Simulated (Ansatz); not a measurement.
# CuHS: functionals against CCSD(T) at one geometry

An exercise on one series of results from a longer session: the logs are not shown, and one member is left open.

Method: single points in def2-TZVPP; program: Ansatz 0.2.0, Gaussian basis.

Cores are frozen in the correlated methods. The 3s and 3p shells of Cu and Zn are frozen; filled d shells are correlated.

## The system as given

SMILES `[SH][Cu]`, 3 atoms, charge 0, spin multiplicity 1.

Atoms are counted from 1 here; the program's logs count them from 0.

Bond lengths: S1–Cu2 1.996 Å, S1–H3 1.495 Å. Angles: Cu2–S1–H3 103.0°.

As a file:

```xyz
3

S    -0.4055    0.4560   -0.1435
Cu    1.3352   -0.0271    0.7046
H    -0.9169   -0.8602   -0.6343
```

Set-up of the first run:

run/in.yaml

```yaml
crystal:
  periodic: [false, false, false]
  atoms:
    - {symbol: S, position_ang: [-0.405500, 0.456000, -0.143500]}
    - {symbol: Cu, position_ang: [1.335200, -0.027100, 0.704600]}
    - {symbol: H, position_ang: [-0.916900, -0.860200, -0.634300]}
basis:
  gaussian: {orbitals: def2-TZVPP}
correlation: {method: ccsd_t, frozen_orbitals: {Cu: 9, H: 0, S: 5}}
output: {forces: true}
```

The command line of these runs was not kept.

Steps of the session up to this table: CCSD(T)/def2-TZVPP; PBE0-D4/def2-TZVPP; wB97M-V/def2-TZVPP; r2SCAN-D4/def2-TZVPP; PBE-D4/def2-TZVPP; revPBE-D4/def2-TZVPP; r2SCANh-D4/def2-TZVPP.

One of the session's tables, all rows but one given; the rest of the session is left out.

```
    method  RMS force component (eV/Å)  angle to CCSD(T) forces (°)  dipole (D)
   CCSD(T)                       1.654                    reference        4.17
   PBE0-D4                       1.597                          2.1        3.86
   wB97M-V                       1.672                          0.6        4.10
 r2SCAN-D4                           ?                            ?           ?
    PBE-D4                       1.387                          1.6        3.14
 revPBE-D4                       1.447                          2.3        3.22
r2SCANh-D4                       1.499                          6.4        3.74
```

Estimate the missing values for r2SCAN-D4.

**Answer.** RMS force component (eV/Å): 1.422; angle to CCSD(T) forces (°): 7.1; dipole (D): 3.51. In the column «RMS force component (eV/Å)» it lies between PBE-D4 (1.387) and revPBE-D4 (1.447).
